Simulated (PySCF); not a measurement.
# Al: dipole response in dyall-acv3z

How polarisable is Al at the levels listed below?

The numbers are computed with PySCF 2.14.0 (unrestricted determinants in a Gaussian basis, no spin-orbit coupling in the energies), except any that are marked as measured or tabulated.

## (1) The system

```
Element     : aluminium (Z = 13)
Basis       : dyall-acv3z
Hamiltonian : scalar relativity by spin-free X2C-1e
State 1     : Al: [Ne] 3s2 3p1, 2P determinant
Methods     : wB97X-V
```

The outer shells:

Al [Ne] 3s2 3p1
```
[Ne] core
3s [↑↓]
3p [↑ ][  ][  ]
```

One driver process ran all states and methods and kept the integrals in memory. Each run is shown as a PySCF script that sums up its settings (the driver passes frozen orbitals as a list and adds second-order terms of double hybrids); the logs are those of the runs themselves. The driver starts from symmetry-adapted Hartree-Fock orbitals, holds the occupation by maximum overlap and uses a logarithmic radial grid for functionals, so a plain start would take other cycles.

The integrals over 113 functions and the set-up took 1.2 s of CPU time.

## (2) Al, at wB97X-V

Level: wB97X-V.

input.py reads:

```python
from pyscf import gto, scf, dft, mp, cc
import basis_set_exchange as bse
mol = gto.M(atom="Al 0 0 0", charge=0, spin=1, symmetry="D2h",
            basis=gto.basis.parse(bse.get_basis("dyall-acv3z", elements=["Al"], fmt="nwchem")),
            nucmod="G")
mf = dft.UKS(mol, xc="WB97X_V").sfx2c1e()
mf.irrep_nelec = {'Ag': (3, 3), 'B1u': (1, 1), 'B2u': (2, 1), 'B3u': (1, 1)}
mf.kernel()
```

Standard output:

```text
damping factor = 0
level_shift factor = 0
DIIS = <class 'pyscf.scf.diis.CDIIS'>
diis_start_cycle = 1
diis_space = 10
diis_damp = 0
SCF conv_tol = 1e-09
SCF conv_tol_grad = None
number electrons alpha = 7  beta = 6
XC functionals = WB97X_V
    N. Mardirossian and M. Head-Gordon.,  Phys. Chem. Chem. Phys. 16, 9904-9924 (2014)
NLC functional = WB97X_V
cycle= 1 E= -242.766350539369  delta_E= -0.00606  |g|= 0.0174  |ddm|= 0.0811
cycle= 2 E= -242.766574031563  delta_E= -0.000223  |g|= 0.00583  |ddm|= 0.0195
cycle= 3 E= -242.766605653352  delta_E= -3.16e-05  |g|= 0.00245  |ddm|= 0.00664
cycle= 4 E= -242.766612904532  delta_E= -7.25e-06  |g|= 0.000582  |ddm|= 0.00372
cycle= 5 E= -242.766613788194  delta_E= -8.84e-07  |g|= 8.49e-05  |ddm|= 0.00189
cycle= 6 E= -242.766613813028  delta_E= -2.48e-08  |g|= 2.24e-05  |ddm|= 0.000459
cycle= 7 E= -242.766613815286  delta_E= -2.26e-09  |g|= 4e-06  |ddm|= 0.000155
cycle= 8 E= -242.766613815344  delta_E= -5.76e-11  |g|= 6.37e-07  |ddm|= 2.27e-05
converged SCF energy = -242.766613815344  <S^2> = 0.75577031  2S+1 = 2.005762
```

It used 2.4 min of CPU time after the integrals (shared host).

The occupied shells:

```
shell  electrons  mean orbital energy (eV)  spread (eV)  rms radius (bohr)
 1s α          1                   -1529.0            0              0.139
 1s β          1                   -1528.9            0              0.139
 2s α          1                   -116.43            0              0.683
 2s β          1                   -116.37            0              0.683
 2p α          3                   -76.310        0.090              0.679
 2p β          3                   -76.218        0.264              0.679
 3s α          1                   -11.334            0               2.77
 3s β          1                   -10.364            0               2.77
 3p α          1                    -5.727            0               3.65
```

⟨S²⟩ = 0.756, ⟨L²⟩ = 2.02.

The driver then solved the coupled dipole response at imaginary frequencies: mean α = 59.66 bohr³ (xx, yy, zz: 50.79, 77.40, 50.79), C₆ = 528.1 au for a like pair.

Radial density 4πr²ρ of Al at wB97X-V:

```
r (bohr)  density  spin density
 0.00224   0.0940         0.000
 0.00377    0.249         0.000
 0.00635    0.644         0.000
  0.0107     1.60         0.000
  0.0180     3.68         0.000
  0.0302     7.49         0.000
  0.0508     12.4         0.000
  0.0854     14.6         0.003
   0.144     10.9         0.015
   0.242     8.75         0.038
   0.407     12.5         0.046
   0.684     8.98         0.005
    1.15     2.13         0.037
    1.93     1.21         0.255
    3.25    0.763         0.286
    5.47    0.109         0.072
    9.21  0.00289         0.003
```

## (3) The response side by side

Al, in atomic units:

```
 method  mean α  C₆ (like pair)  S(−4)
wB97X-V   59.66           528.1   1922
```

Reference α: 57.8 ± 1 bohr³ (recommended; Schwerdtfeger and Nagle, table of static dipole polarizabilities (2023 update)). Published C₆: 528.0 (Chu and Dalgarno (2004); Tang, Norbeck and Certain (1976)).

α(iu) at wB97X-V:

```
u (hartree)  α(iu) (bohr³)
          0          59.66
     0.0500          55.35
      0.100          46.24
      0.200          29.40
      0.300          18.93
      0.500          9.165
      0.750          4.722
       1.00          2.899
       1.50          1.472
       2.00         0.9310
       3.00         0.5063
       5.00         0.2408
```

## (4) Outcome

```
quantity                                   value
 α of Al  59.66 (wB97X-V) bohr³; reference 57.80
```

**Reading.** For Al wB97X-V differs from the reference by +3 %. The basis is finite, and no extrapolation was made.
